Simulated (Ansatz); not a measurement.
The system is Ti3Se.

```xyz
4
Lattice="3.1974 0.0000 0.0000 -1.5987 2.7691 0.0000 0.0000 0.0000 7.9427" Properties=species:S:1:pos:R:3 pbc="T T T"
Se    0.0000    0.0000    0.0000
Ti    1.5987    0.9230    3.9714
Ti    0.0000    1.8460    6.1390
Ti    0.0000    1.8460    1.8038
```

The cell comes from a database or a generator and needn't be the stable form of this composition.

Base run:

| Item | Value |
| --- | --- |
| Program | Ansatz 0.2.0 |
| Functional | PBEsol |
| Potentials or basis | Ansatz PAW |
| Cutoff | 420 eV |
| Density cutoff | 1680 eV |
| k mesh | 10 × 10 × 4 |
| Occupations | fermi-dirac, width 0.05 eV |
| Spin | no spin polarisation |

Its results: band gap on the k mesh none (metal or under the smearing width); pressure -4.5 GPa; largest force 0.098 eV/Å.

**Question.** After a change of settings the same cell gave: band gap on the k mesh none (metal or under the smearing width); pressure -8.0 GPa; largest force 0.112 eV/Å. Which change was it?
A. functional from PBEsol to r2SCAN; cutoff from 420 eV to 500 eV; density cutoff from 1680 eV to 2000 eV
B. functional from PBEsol to LDA
C. functional from PBEsol to PBE
D. spin from no spin polarisation to spin-orbit coupling, no magnetisation; potential files from those of the base run to others of the same set

**Answer.** B.

LDA binds more tightly than PBEsol, so the same cell stands under less pressure.

Caveats: the PAW data sets come from PBE, with cores solved anew for the run's functional, which leaves a small shift of forces and pressure.

Not every run made on this cell is shown here.
